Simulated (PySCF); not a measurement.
**Ways to converge the SCF of NaCa⁻**

The same problem is solved with other solver options, one edit a run.

Method: method and basis as typed in the scripts; program: PySCF 2.14.0.

1 further run of the same task is left out (it didn't finish).

## (1) The starting structure

NaCa⁻: 2 atoms, charge -1, spin multiplicity 1.

No contacts short enough for the rule that draws bonds.

## (2) The run that the others are compared with

Input file input.py:

```python
from pyscf import gto, scf

mol = gto.M(
    atom='Na 0 0 0; Ca 0 0 3.755',
    basis='ano-rcc-vdzp',
    charge=-1,
    spin=0,
    verbose=3,
)
mf = scf.RHF(mol)
mf = mf.sfx2c1e()
mf.kernel()
mf.analyze()
print('orbital energies (hartree):', mf.mo_energy[..., max(0, mol.nelec[1]-3):mol.nelec[0]+3].round(4))
```

The run is started by

```
$ OMP_NUM_THREADS=1 python input.py
```

Its log is not repeated here.

Base result: E(SCF) = -841.681398 Eh.

The bond length is a typed value, not an optimised one. The dipole of an ion depends on the origin.

## (3) Smearing width 0.05 hartree

Variant 1 changes smearing width: none → 0.05 hartree.

Input file input.py:

```python
from pyscf import gto, scf

mol = gto.M(
    atom='Na 0 0 0; Ca 0 0 3.755',
    basis='ano-rcc-vdzp',
    charge=-1,
    spin=0,
    verbose=3,
)
mf = scf.RHF(mol)
mf = mf.sfx2c1e()
mf = scf.addons.smearing_(mf, sigma=0.05, method='fermi')
mf.kernel()
mf.analyze()
print('orbital energies (hartree):', mf.mo_energy[..., max(0, mol.nelec[1]-3):mol.nelec[0]+3].round(4))
```

The run is started by

```
$ OMP_NUM_THREADS=1 python input.py
```

## (4) Convergence threshold 1e-13 hartree

Variant 2 changes convergence threshold: default → 1e-13 hartree.

Changes to input.py since step 2:

```diff
@@ -11,2 +11,3 @@
 mf = mf.sfx2c1e()
+mf.conv_tol = 1e-13
 mf.kernel()
```

## (5) Point-group symmetry on

Variant 3 changes point-group symmetry: off → on.

Changes to input.py since step 2:

```diff
@@ -7,2 +7,3 @@
     spin=0,
+    symmetry=True,
     verbose=3,
```

**Question.** What will these runs give? Wanted: for each run, E(SCF); from base; gap.

**Answer**, as computed:

```tsv
run	E(SCF) (hartree)	from base (eV)	gap (eV)
base	-841.681398	0	4.10
smearing width 0.05 hartree	-841.501576	+4.8932	n/a
convergence threshold 1e-13 hartree	-841.681398	0.0000	4.10
point-group symmetry on	-841.681398	0.0000	4.10
```

The highest filled level of this anion is positive: the basis lacks diffuse functions or the electron is not bound, so these numbers hang on the basis. With convergence threshold 1e-13 hartree or point-group symmetry on the SCF ends at the base energy.
